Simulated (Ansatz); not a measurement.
Crystal: BiTe.

```xyz
2
Lattice="2.4227 1.3988 3.3173 -2.4227 1.3988 3.3173 0.0000 -2.7975 3.3173" Properties=species:S:1:pos:R:3 pbc="T T T"
Bi    0.0000    0.0000    4.9759
Te    0.0000    0.0000    0.0000
```

The cell comes from a database or a generator and needn't be the stable form of this composition.

```yaml
Program: Ansatz 0.2.0
Task: single point
Functional: PBEsol
Potentials_or_basis: all-electron LAPW, scalar-relativistic
Cutoff: 174 eV (chosen from the basis error)
Basis_error_allowed: 0.001 eV/atom
k_mesh: 7 × 7 × 7
Occupations: fermi-dirac, width 0.05 eV
Spin: no spin polarisation
```

On this cell: pressure -2.3 GPa; largest force under 0.003 eV/Å; band gap on the k mesh none (metal or under the smearing width).

The same run follows on a disturbed copy (atoms moved at random, drawn with an rms of 0.05 Å):

```xyz
2
Lattice="2.4227 1.3988 3.3173 -2.4227 1.3988 3.3173 0.0000 -2.7975 3.3173" Properties=species:S:1:pos:R:3 pbc="T T T"
Bi    0.0112    0.0128    4.9824
Te   -0.0312   -0.0106    0.0219
```

Question: What does the disturbed cell give?

Answer: The energy (extrapolated to zero smearing) moves by +1.0 meV/atom; pressure -2.3 GPa; largest force 0.084 eV/Å; band gap on the k mesh none (metal or under the smearing width).

Forces on the atoms (eV/Å):
```
Bi  -0.073 -0.040  0.012
Te   0.073  0.040 -0.012
```

Stress tensor (GPa, compression positive):
```
-2.28  0.02 -0.02
 0.02 -2.30 -0.01
-0.02 -0.01 -2.19
```

Caveats: spin-orbit coupling is left out, which moves the levels of the heavy elements.
